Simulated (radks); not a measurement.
**Shell filling in a hard-walled sphere of radius 5.75 bohr*, with a point charge of +1 at the centre, N = 1 to 7**

Which level does each new electron take in a hard-walled sphere of radius 5.75 bohr*, with a point charge of +1 at the centre, and at which counts is the dot hardest to charge further? Each count tries a few candidate levels and keeps the lowest.

Program: radks, version 2. Model: non-relativistic spin-polarised Kohn-Sham, r2SCAN, spherically averaged shells. All values are calculated.

### Step 1. The system

| Property | Result |
| --- | --- |
| well | a hard-walled sphere of radius 5.75 bohr*, with a point charge of +1 at the centre |
| functional | r2SCAN |
| levels | named by radial order: 1s, 1p, 1d, 2s, 1f and so on |
| units | effective atomic units, hartree* and bohr* |
| configuration carried in | none |

The runs that follow: 1 electrons; N = 2; Electron number 3; Electron number 4; Electron number 5; N = 6; 7 electrons.

Q: Predict the outcome of this session. Wanted: closed shells at N; largest addition energy; most unpaired electrons; configuration at N = 7.

The runs gave:

```
               quantity                                    value
     closed shells at N                                        2
largest addition energy  0.510 hartree* at N = 2 (of N = 1 to 6)
most unpaired electrons                               3 at N = 5
 configuration at N = 7                     1s2 1p(up 3, down 2)
```

All occupied shells are full at N = 2, and the second difference peaks there. The largest moment in range is 3, first at N = 5: exchange favours parallel spins in open shells. Spherical averaging forbids deformation, and the greedy search can miss a lower configuration.
